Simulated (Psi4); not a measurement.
# CuSH (SMILES [SH][Cu]): a chain of runs

Aim: a geometry optimisation (r2SCAN-3c/def2-mTZVPP), then vibrational wavenumbers, then the energy (CCSD(T)/cc-pVDZ) of CuSH. 

The calculation is run with Psi4 1.11.

## (1) Starting point

CuSH has 3 atoms, charge 0, and is taken as a singlet. As SMILES, `[SH][Cu]`. All atoms were displaced at random from a relaxed shape. The run starts from this shape.

Bond lengths: S1–Cu2 2.252 Å, S1–H3 1.421 Å. Angles: Cu2–S1–H3 87.5°.

## (2) A structure relaxation at r2SCAN-3c/def2-mTZVPP (density fitting) (run 1)

Contents of calc.py:

```python
import psi4

psi4.set_memory('1600 MB')
psi4.set_num_threads(1)
psi4.core.set_output_file('cuhs.out', False)

geom = psi4.geometry("""
0 1
S     -0.539856     0.686615    -0.293904
Cu     1.306112     0.042500     0.823803
H     -0.853088    -0.690913    -0.446201
symmetry c1
""")

psi4.set_options(dict(geom_maxiter=60))

result = psi4.optimize('R2SCAN-3C')
print(f'total energy {result:.8f} hartree = {result * 27.211386:.5f} eV')
geom.save_xyz_file('final.xyz', False)
```

The run is started by

```
python calc.py
```

cuhs.out:

```text
[...]
  Running in c1 symmetry.
[...]
  Nuclear repulsion =  120.866788721817386
[...]
  Multiplicity = 1
[...]
  Nalpha       = 23
  Nbeta        = 23
[...]
    Number of basis functions: 65
[...]
   @DF-RKS iter   1: -2035.04848574065136    1.81775e+00   6.97094e-02 DIIS/ADIIS
[...]
   @DF-RKS iter   8: -2039.28639352819573    2.27374e-13   2.58624e-09 DIIS
[...]
  @DF-RKS Final Energy: -2039.28639352819573
   => Energetics <=
    Nuclear Repulsion Energy =            128.5940674839227427
    One-Electron Energy =               -3095.0099589387973538
    Two-Electron Energy =                1020.3574342201511627
    DFT Exchange-Correlation Energy =     -93.2315235946662000
    Empirical Dispersion Energy =           0.0035873011941270
    VV10 Nonlocal Energy =                  0.0000000000000000
    Total Energy =                      -2039.2863935281957311
[...]
  -Total Gradient:
     Atom            X                  Y                   Z
    ------   -----------------  -----------------  -----------------
       1       -0.000511005247     0.000435533990     0.000000000000
       2       -0.000405401769     0.000448302797     0.000000000002
       3       -0.000434161558     0.000354835392     0.000000000000
[...]
    Final optimized geometry and variables:
    Molecular point group: c1
    Full point group: Cs
    Geometry (in Angstrom), charge = 0, multiplicity = 1:
    S           -1.334197768502     0.363031955904     0.000000000000
    CU           0.706494500774    -0.169920707304    -0.000000000000
    H           -1.788354776070    -0.906746457545    -0.000000000000
[...]
```

The script printed:

```text
Some dependencies such as QCElemental have not yet finished migration to pydantic v2. If issues are encountered please downgrade pydantic or upgrade QCElemental as appropriate
	Energy has increased in a minimization.
	Energy ratio indicates iffy step.
	Intrafrag trust radius decreased to   0.25.
	Energy has increased in a minimization.
	Energy ratio indicates iffy step.
	Intrafrag trust radius decreased to 0.0625.
Optimizer: Optimization complete!
total energy -2039.28639353 hartree = -55491.80922 eV
```

It took 35 s on 1 thread of Intel Xeon Platinum 8375C at 2.90GHz (Ice Lake), shared host; peak memory 0.51 GiB.

Steps, from the record of the run:

```csv
step,energy from the first frame kept (eV),largest force (eV/Å)
0,0.0000,2.2386
1,-0.1418,0.8442
2,-0.1708,0.2742
3,-0.1723,0.0664
4,-0.1721,0.0439
5,-0.1720,0.0345
```

After the run. Bond lengths: S1–Cu2 2.109 Å, S1–H3 1.349 Å. Angles: Cu2–S1–H3 95.0°.

## (3) The harmonic vibrations at r2SCAN-3c/def2-mTZVPP (density fitting) (run 2)

Contents of input.inp:

```
memory 1.6 GB

molecule geom {
  0 1
  S     -0.89507067     1.15738355    -0.47722199
  Cu     2.40537569     0.15048267     1.51751433
  H     -1.65858805    -1.24159164    -0.87254513
  units bohr
  symmetry c1
}

set globals {
  reference                  rks
  t                          400.0
  rotational_symmetry_number 1
}

result, w = frequency("r2scan-3c", return_wfn=True)
```

The run is started by

```
psi4 input.inp input.out -n 1
```

input.out:

```text
[...]
  Running in c1 symmetry.
[...]
  Nuclear repulsion =  128.594006131742390
[...]
  Multiplicity = 1
[...]
  Nalpha       = 23
  Nbeta        = 23
[...]
    Number of basis functions: 65
[...]
   @DF-RKS iter   1: -2035.92365858101266    1.11580e+00   6.74258e-02 DIIS/ADIIS
[...]
   @DF-RKS iter  14: -2039.28639352740242   -2.50111e-12   8.14025e-09 DIIS
[...]
  @DF-RKS Final Energy: -2039.28639352740242
   => Energetics <=
    Nuclear Repulsion Energy =            128.5939912309486886
    One-Electron Energy =               -3095.0098141226399093
    Two-Electron Energy =                1020.3573650304716693
    DFT Exchange-Correlation Energy =     -93.2315229709771245
    Empirical Dispersion Energy =           0.0035873047942997
    VV10 Nonlocal Energy =                  0.0000000000000000
    Total Energy =                      -2039.2863935274024243
[...]
  -Total Gradient:
     Atom            X                  Y                   Z
    ------   -----------------  -----------------  -----------------
       1       -0.000510924718     0.000436695440     0.000000558609
       2       -0.000405110943     0.000448221383     0.000000634268
       3       -0.000434534909     0.000353756481     0.000000441973
[...]
  ==> Harmonic Vibrational Analysis <==
[...]
  Freq [cm^-1]                 394.1395            605.5296           2673.1920
[...]
  IR activ [km/mol]             8.5989              6.0002              0.5910
[...]
  Total E_0, Enthalpy at 0 [K]                                                        -2039.27802613 [Eh]
[...]
  Total H, Enthalpy at  400.00 [K]                                                    -2039.27203183 [Eh]
[...]
  Total G, Gibbs energy at  400.00 [K]                                                -2039.31374127 [Eh]
[...]
```

On the terminal:

```text
Warning: used thermodynamics relations inappropriate for low-frequency modes: ['394.1395' '605.5296']
```

Wall time 84 s (1 thread of Intel Xeon Platinum 8375C at 2.90GHz (Ice Lake), shared host); peak memory 0.55 GiB.

## (4) A single-point energy at CCSD(T)/cc-pVDZ (run 3)

Contents of cuhs.in:

```
memory 1600 mb

molecule {
  0 1
  S
  Cu 1 2.109139
  H 1 1.348553 2 95.04378
  units angstrom
  symmetry c1
}

set basis cc-pVDZ
set reference rhf
set scf_type pk
set freeze_core true

energy("ccsd(t)")
```

The run is started by

```
psi4 cuhs.in cuhs.out -n 1
```

cuhs.out:

```text
Psi4 1.11 release

   => Loading Basis Set <=

    Name: CC-PVDZ
    Role: ORBITAL
    Keyword: BASIS

         ---------------------------------------------------------
                                   SCF
                              RHF Reference
                        1 Threads,   1525 MiB Core
         ---------------------------------------------------------

  ==> Geometry <==

    Molecular point group: c1
    Full point group: Cs

    Geometry (in Angstrom), charge = 0, multiplicity = 1:

[... 90 lines left out ...]
   @RHF iter   5: -2037.10632450711864   -3.28369e-02   4.93533e-04 DIIS/ADIIS
[... 6 lines left out ...]
   @RHF iter  12: -2037.10841253759440   -1.95394e-08   4.36170e-07 DIIS
[... 37 lines left out ...]
    Nuclear Repulsion Energy =            128.5940186737007593
[... 40 lines left out ...]
 OEINTS: Overlap, kinetic, potential, dipole, and quadrupole integrals
[... 50 lines left out ...]
	Starting first half-transformation.
```

Run time: 3.9 min. Hardware: 1 thread of Intel Xeon Platinum 8375C at 2.90GHz (Ice Lake), shared host.

The run was cut off at its time limit.

## (5) Summary of results

| quantity | value |
| --- | --- |
| run 1, r2SCAN-3c/def2-mTZVPP: total energy at the end | -2039.28639 Eh |
| run 1, r2SCAN-3c/def2-mTZVPP: dipole moment | 4.01 D |
| run 1, r2SCAN-3c/def2-mTZVPP: HOMO energy | -5.08 eV |
| run 1, r2SCAN-3c/def2-mTZVPP: LUMO energy | -2.98 eV |
| run 1, r2SCAN-3c/def2-mTZVPP: HOMO–LUMO gap | 2.10 eV |
| run 2, r2SCAN-3c/def2-mTZVPP: lowest harmonic wavenumber | 394 cm⁻¹ |
| run 2, r2SCAN-3c/def2-mTZVPP: highest harmonic wavenumber | 2673 cm⁻¹ |
| run 2, r2SCAN-3c/def2-mTZVPP: zero-point energy | 22.0 kJ/mol |
| run 2, r2SCAN-3c/def2-mTZVPP: ideal-gas entropy at 400 K (symmetry number 1 as used) | 65.4 cal/(mol K) |
| run 3, CCSD(T)/cc-pVDZ | no result (timeout) |

What this shows: The optimisation (run 1, r2SCAN-3c/def2-mTZVPP) took 6 steps and changed the energy by -0.172 eV. All 3 modes (run 2, r2SCAN-3c/def2-mTZVPP) are real, so the shape is a minimum at this level. 1 of the 3 runs did not end normally.
